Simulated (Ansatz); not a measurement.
**Sn: convergence with the PAW cutoff**

How much do the results for Sn depend on the PAW cutoff?

Program: Ansatz 0.2.0. Level of theory: DFT, PBE, PAW with Ansatz's default frozen-core files, scalar-relativistic. These are calculated values, not measurements.

1 further run of the same task is left out (it didn't finish).

## Step 1: The structure to begin with

It takes space group I4_1/amd (No. 141, tetragonal). The conventional cell has a = 5.832 Å, b = 5.832 Å, c = 3.181 Å, α = 90.00°, β = 90.00°, γ = 90.00°. Around Sn (site symmetry -4m2) lie 6 Sn at 3.02 to 3.18 Å.

Structure file:

```
Sn
1.0
    -2.91585    2.91585    1.59065
     2.91585   -2.91585    1.59065
     2.91585    2.91585   -1.59065
Sn
2
Direct
  0.00000 0.00000 0.00000
  0.75000 0.25000 0.50000
```

The geometry is a database entry used as it stands. It may stem from high pressure or temperature, or be incomplete, so it serves as a test cell.

Atoms are numbered in the order of the input: Sn1, Sn2.

## Step 2: With PAW files, cutoff 150 eV

File input.yaml:

```yaml
crystal:
  lattice:
    - [-2.91585, 2.91585, 1.59065]
    - [2.91585, -2.91585, 1.59065]
    - [2.91585, 2.91585, -1.59065]
  atoms:
    - { symbol: Sn, position: [0.0, 0.0, 0.0] }
    - { symbol: Sn, position: [0.75, 0.25, 0.5] }
kpoints:
  mp_grid: { grid: [15, 15, 10] }
scf:
  occupations: { method: fermi_dirac, width: 0.05 }
hamiltonian:
  xc: pbe
  pseudopotentials: { kind: paw }
output:
  forces: true
  stress: true
  eigenvalues: true
  efg: { contact_densities: true }
basis:
  ecutwfc: 150
```

## Step 3: With PAW files, cutoff 200 eV

Edit input.yaml of step 2 so:

```diff
@@ -21,2 +21,2 @@
 basis:
-  ecutwfc: 150
+  ecutwfc: 200
```

## Step 4: With PAW files, cutoff 300 eV

Edit input.yaml of step 3 so:

```diff
@@ -21,2 +21,2 @@
 basis:
-  ecutwfc: 200
+  ecutwfc: 300
```

## Step 5: With PAW files, cutoff 350 eV

Edit input.yaml of step 4 so:

```diff
@@ -21,2 +21,2 @@
 basis:
-  ecutwfc: 300
+  ecutwfc: 350
```

## Step 6: With PAW files, cutoff 600 eV

Edit input.yaml of step 5 so:

```diff
@@ -21,2 +21,2 @@
 basis:
-  ecutwfc: 350
+  ecutwfc: 600
```

(Steps that only read results are left out.)

What does the calculation give? Wanted: energy error of the loosest run; pressure, lowest to highest.

**Answer**, as computed:

| quantity | value |
| --- | --- |
| energy error of the loosest run (PAW) | 40151.3 meV/atom |
| within 1 meV/atom from | no run before the tightest |
| pressure, lowest to highest (PAW) | 1.67 to 4.83 GPa |

The loosest usable run is off by 40151.3 meV/atom from the tightest; even the run before the tightest is more than 1 meV/atom away, so the sweep hasn't shown convergence. The energy falls at every step, as a growing basis should make it. The pressure spans 3.16 GPa (PAW). The tightest run took 39 s against 8.5 s for the loosest. The k mesh doesn't keep the crystal's whole symmetry, which leaves small spurious terms.
